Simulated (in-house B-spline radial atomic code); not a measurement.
**Ga⁺: ionisation energy by several methods**

One table from this session's results is given with a row withheld; the runs are named, their logs left out.

Method: scalar-relativistic (X2C), several functionals, spin-polarised, exact exchange averaged over the configuration; spherical all-electron atom at the radial basis limit. Code: in-house B-spline radial atomic code version 1.

## Starting point

| Property | Result |
| --- | --- |
| element | gallium (Z = 31) |
| charge | +1 |
| electrons | 30 |
| configuration | [Ar] 3d10 4s2 |
| nucleus | Fermi, rms radius 3.997 fm |

Outer shells as boxes (Hund's rule):

[Ar] 3d10 4s2
```
[Ar] core
3d [↑↓][↑↓][↑↓][↑↓][↑↓]
4s [↑↓]
```

Where spins are not typed, each open shell is filled with up spins first.

Set-up of the first run:

Settings of the run:

```ini
Z = 31
electrons = 30.0
configuration = [Ar] 3d10 4s2
hamiltonian = x2c
method = r2scan0
spin_polarised = True
nucleus = fermi
rms_radius = 3.9973
mass_number = 69
atomic_mass = 68.925573528
speed_of_light = 137.035999084
exact_exchange = averaged over the configuration
```

Launch:

```console
$ python run_scf.py task.json out
```

One command runs all members of the session, one after another, from task.json.

Among the steps run: r2SCAN0, a global hybrid; B3LYP, a global hybrid; TPSSh, a global hybrid; CAM-B3LYP, a range-separated hybrid; HSE06, a range-separated hybrid.

One table of the session follows, with a row left open; its other results are not shown here.

```
   method  ΔSCF (eV)
  r2SCAN0     20.310
    B3LYP     20.850
    TPSSh     20.400
CAM-B3LYP     20.794
    HSE06          ?
```

Estimate the missing values for HSE06.

**Answer.** ΔSCF (eV): 20.505. In the column «ΔSCF (eV)» it lies between TPSSh (20.400) and CAM-B3LYP (20.794).
